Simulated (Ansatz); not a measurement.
# TaCuN2: the cost of one run

Program: Ansatz 0.2.0. Level of theory: DFT LDA+U (U_eff = 4 eV on Cu d, Ta d), plane waves, PAW, no spin–orbit coupling unless a run says so. These are calculated values, not measurements.

## Step 1: The structure to begin with

It takes space group R-3m (No. 166, trigonal). Conventional cell: a = 3.136 Å, b = 3.136 Å, c = 17.438 Å, α = 90.00°, β = 90.00°, γ = 120.00°. Ta (site symmetry -3m) is surrounded by 6 N at 1.99 Å. Around Cu (site symmetry -3m) lie 2 N at 2.08 Å. N (site symmetry 3m) is surrounded by 3 Ta at 1.99 Å and 1 Cu at 2.08 Å.

As a file:

```
Ta Cu N
1.0
     1.56800    0.90529    5.81267
    -1.56800    0.90529    5.81267
     0.00000   -1.81057    5.81267
Ta Cu N
1 1 2
Direct
  0.50000 0.50000 0.50000
  0.00000 0.00000 0.00000
  0.11900 0.11900 0.11900
  0.88100 0.88100 0.88100
```

Magnetic order typed: opposed in the cell.

## Step 2: From atoms, symmetry kept, no search

Contents of input.yaml:

```yaml
crystal:
  lattice:
    - [1.56800068, 0.90528562, 5.81266905]
    - [-1.56800068, 0.90528562, 5.81266905]
    - [0.0, -1.81057123, 5.81266905]
  atoms:
    - { symbol: Ta, position: [0.5, 0.5, 0.5], spin: 1.0 }
    - { symbol: Cu, position: [0.0, 0.0, 0.0], spin: -1.0 }
    - { symbol: "N", position: [0.119, 0.119, 0.119] }
    - { symbol: "N", position: [0.881, 0.881, 0.881] }
basis:
  ecutwfc: 420
  ecutrho_ratio: 4
kpoints:
  mp_grid: { grid: [7, 7, 7] }
hamiltonian:
  xc: lda
  hubbard:
    sites: [{ site: 0, l: d, u_eff: 4.0 }, { site: 1, l: d, u_eff: 4.0 }]
scf:
  occupations: { method: gaussian, width: 0.05 }
  lower_state_search: "off"
  max_iter: 150
output:
  forces: true
  stress: true
  eigenvalues: true
  populations: true
  hubbard: { sites: [{ site: 0, l: d }, { site: 1, l: d }] }
magnetization:
  spin_polarized: true
```

Command:

```console
> ansatz run input.yaml --threads 2 --pin off --max-ram 3072MiB --backend cpu --events-out ev --progress --plain --runs-dir out
```

**Question.** How long does this run take on 2 threads of Arm Neoverse V1, shared host, and how much memory does it need?

About 8.3 s, with a peak of 0.46 GiB.
